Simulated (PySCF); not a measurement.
# B4: structure of the triplet

Where does triplet B4 go from a square start, is the end point a minimum, and what are its modes, charges and moments?

Program: PySCF 2.14.0. Level of theory: PBE0, basis B def2-TZVP, no relativity, density fitting. These are calculated values, not measurements.

### 1 Where the work starts

4 atoms, charge 0, spin multiplicity 3.

Bond lengths: B1–B2 1.700 Å, B1–B4 1.700 Å, B2–B3 1.700 Å, B3–B4 1.700 Å. Angles: B2–B1–B4 90.0°, B1–B2–B3 90.0°, B2–B3–B4 90.0°, B1–B4–B3 90.0°.

Z-matrix (Å, degrees; charge 0 multiplicity 3):
```
B
B  1 1.7000
B  2 1.7000 1 90.00
B  1 1.7000 2 90.00 3 0.00
```

### 2 First SCF at the start

The steps below are one call of a driver around PySCF. For each, scf.py gives the equivalent set-up of the SCF; relaxations use the driver's own optimiser. After this first run the driver tries any further starts and a stability analysis.

File scf.py:

```python
from pyscf import gto, scf, dft
mol = gto.M(atom='''
B      0.850000     0.850000     0.000000
B     -0.850000     0.850000     0.000000
B     -0.850000    -0.850000     0.000000
B      0.850000    -0.850000     0.000000''',
    basis={'B': 'def2-TZVP'},
    charge=0, spin=2)
mf = dft.UKS(mol, xc='PBE0')
mf.grids.atom_grid = (50, 194)
aux = {'B': 'def2-universal-JKFIT'}
mf = mf.density_fit(auxbasis=aux)
mf.conv_tol = 1e-08
mf.diis_space = 10
mf.max_cycle = 60
mf.init_guess = 'minao'
mf.verbose = 4
mf.kernel()
```

On the command line:

```sh
$ OMP_NUM_THREADS=4 python axn.py task.json out
```

The runs that follow: Relaxing the triplet from the square start; Frequencies.

**Question.** What will these runs give? Wanted: minimum; geometry; wavenumbers; dipole moment; highest occupied, lowest empty level; polar-tensor charge of B1; zero-point energy; atomisation energy; ⟨S²⟩.

The runs gave:

```
                                          quantity                                                              value
                                           minimum                                                       triplet, D4h
                                          geometry  B–B 1.593 Å (×4), B–B 2.254 Å; B–B–B 45.0° (×4), B–B–B 90.0° (×4)
                                wavenumbers (cm⁻¹)             335 (b2u), 364 (b1g), 855 (eu), 1025 (b2g), 1057 (a1g)
                                     dipole moment                                                             0.00 D
highest occupied, lowest empty level (either spin)                                                    -6.24, -4.46 eV
                         polar-tensor charge of B1                                                            +0.00 e
                                 zero-point energy                                                        26.9 kJ/mol
                               entropy at 298.15 K                                                    252.7 J/(mol K)
         atomisation energy (no zero-point energy)                                                        1310 kJ/mol
                                              ⟨S²⟩                                                              2.054
```

In words: The square start keeps its D4h symmetry and ends in a minimum. The strongest infrared band lies at 855 cm⁻¹ (eu). Other starts or spin states, not run here, may lie lower.
